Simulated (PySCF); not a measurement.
**C₄H₅AsBN: electronic excitations**

Aim: predict the electronic excitations of C₄H₅AsBN (`CC#CB([AsH2])C#N`).

The runs use PySCF 2.14.0, with density-fitted response routines of our own; the level of theory stands in each step. All values are computed, except where a source is named. Atoms are numbered from 0 throughout.

## Step 1: The starting structure

12 atoms, charge 0, multiplicity 1; geometry from: GFN2-xTB.

Bonds of the start (Å): C0–C1 1.44, C1–C2 1.21, C2–B3 1.49, B3–As4 2.02, B3–C5 1.52, C5–N6 1.15, C0–H7 1.09, C0–H8 1.09, C0–H9 1.09, As4–H10 1.50, As4–H11 1.50.

## Step 2: Ultraviolet spectrum: wB97X-D/def2-SVPD

Job settings and geometry (Å):

```
{"job": {"kind": "uv", "xc": "wB97X-D", "basis": "def2-SVPD", "nstates": 8, "ntriplets": 3}, "charge": 0, "multiplicity": 1}
C     -2.622355     0.368890     0.902285
C     -1.236577     0.228513     0.535073
C     -0.069153     0.107516     0.232205
B      1.359177    -0.041962    -0.157752
As     2.358774     1.361279    -1.209545
C      2.134390    -1.252952     0.321972
N      2.766093    -2.156871     0.650188
H     -3.118515     1.099311     0.262732
H     -2.688256     0.703146     1.938188
H     -3.130166    -0.591947     0.815194
H      3.008241     0.364352    -2.125365
H      1.239546     1.574760    -2.191202
```

With the program's defaults for keys left out, this is: TDDFT wB97X-D/def2-SVPD, vertical, gas phase, core orbitals frozen in the response.

The run is started by

```bash
$ OMP_NUM_THREADS=1 python probes_run.py task.json out
```

The driver reads the jobs from task.json and runs them one after another.

Standard output:

```text
coarse grid: 50712 points
cycle   1  E = -2470.3205020121  dE =  1.767e-01  |g| = 4.741e-01  |ddm| = 9.811e+00
cycle   2  E = -2470.2943668356  dE =  2.614e-02  |g| = 6.425e-01  |ddm| = 1.892e+00
cycle   3  E = -2470.3815527166  dE = -8.719e-02  |g| = 9.090e-02  |ddm| = 9.256e-01
cycle   4  E = -2470.3830360281  dE = -1.483e-03  |g| = 5.024e-02  |ddm| = 4.093e-01
cycle   5  E = -2470.3835523976  dE = -5.164e-04  |g| = 1.875e-02  |ddm| = 9.961e-02
cycle   6  E = -2470.3836451508  dE = -9.275e-05  |g| = 3.233e-03  |ddm| = 4.881e-02
cycle   7  E = -2470.3836498958  dE = -4.745e-06  |g| = 1.061e-03  |ddm| = 1.528e-02
final grid: 106968 points
cycle   8  E = -2470.3839142129  dE = -1.513e-06  |g| = 7.747e-04  |ddm| = 2.609e-02
cycle   9  E = -2470.3839143067  dE = -9.373e-08  |g| = 7.661e-04  |ddm| = 3.269e-03
cycle  10  E = -2470.3839144277  dE = -1.211e-07  |g| = 1.861e-04  |ddm| = 1.822e-03
cycle  11  E = -2470.3839144410  dE = -1.329e-08  |g| = 1.039e-04  |ddm| = 4.350e-04
cycle  12  E = -2470.3839144466  dE = -5.540e-09  |g| = 4.277e-05  |ddm| = 4.211e-04
cycle  13  E = -2470.3839144475  dE = -9.331e-10  |g| = 2.206e-05  |ddm| = 1.314e-04
converged SCF energy = -2470.3839144475

Static polarisability (au): isotropic 103.483, principal 68.616 101.945 139.888

Singlet excitations
state   eV       nm        f      main configurations
  1   3.4863    355.6   0.01511   H->L 0.80, H-1->L 0.16
  2   4.4236    280.3   0.07306   H-1->L 0.63, H->L 0.14, H-3->L 0.09
  3   4.9675    249.6   0.13830   H-2->L 0.57, H-3->L 0.18, H-1->L 0.14
  4   5.4329    228.2   0.07150   H-3->L 0.65, H-2->L 0.23
  5   6.2877    197.2   0.01454   H-5->L 0.47, H-7->L 0.19, H-6->L 0.13
  6   6.4795    191.3   0.00637   H-4->L 0.75
  7   6.6595    186.2   0.01283   H->L+3 0.72, H->L+1 0.09
  8   6.7401    184.0   0.06432   H-6->L 0.21, H->L+1 0.19, H-5->L 0.16

Triplet excitations (Tamm-Dancoff, eV): 3.0828 3.7170 4.0721
```

It took 73 s on 1 thread of Arm Neoverse N1, shared host; peak memory 0.87 GiB.

Frontier orbitals and where they lie:

```
orbital      eV                       atoms
 HOMO−3  -11.35  N6 31 %, C5 23 %, As4 20 %
 HOMO−2  -10.70    C2 32 %, C1 26 %, N6 9 %
 HOMO−1  -10.22  C2 30 %, C1 29 %, As4 17 %
   HOMO   -9.36  As4 46 %, C1 13 %, C2 12 %
   LUMO   -1.31   B3 32 %, C5 14 %, C1 13 %
 LUMO+1    1.46  B3 40 %, As4 17 %, C1 10 %
 LUMO+2    1.59  As4 23 %, N6 14 %, C1 14 %
```

With each of the 8 states as a Gaussian band of 0.4 eV half-width at 1/e, the curve within the window shown has maxima at 353 nm (ε 630), 248 nm (ε 6,800), 185 nm (ε 3,500) L/(mol cm). Beyond the last state computed it falls off for lack of states. The curve at chosen wavelengths:

(nm, ε (L/mol/cm)): (176, 1747), (186, 3481), (196, 1955), (206, 927), (216, 1866), (227, 4131), (237, 5937), (247, 6824), (257, 6285), (267, 5140), (277, 4145), (287, 3172), (297, 2138), (308, 1212), (318, 742), (328, 579), (338, 582), (348, 619), (358, 619), (368, 563), (378, 469), (389, 349), (399, 248), (409, 167), (419, 107), (429, 66)

Further results of this job:

```
           property  computed
  dipole moment (D)      4.96
polarisability (Å³)     15.33
 HOMO–LUMO gap (eV)      8.05
      −ε(HOMO) (eV)      9.36
```

## Step 3: Results

| quantity | value |
| --- | --- |
| lowest singlet (wB97X-D/def2-SVPD) | 3.49 eV (356 nm), f = 0.015 |
| brightest single state of those computed | state 3, 4.97 eV, f = 0.138 |
| lowest triplet | 3.08 eV |

**Reading.** The first singlet state (HOMO→LUMO 0.80, HOMO−1→LUMO 0.16) lies at 3.49 eV and is weak; of the 8 states computed, the strongest absorption comes from state 3 at 4.97 eV (the last state computed is bright too, and its partners may lie past the list). The lowest triplet lies 0.40 eV below the lowest singlet (triplets in Tamm-Dancoff, singlets in full TDDFT).
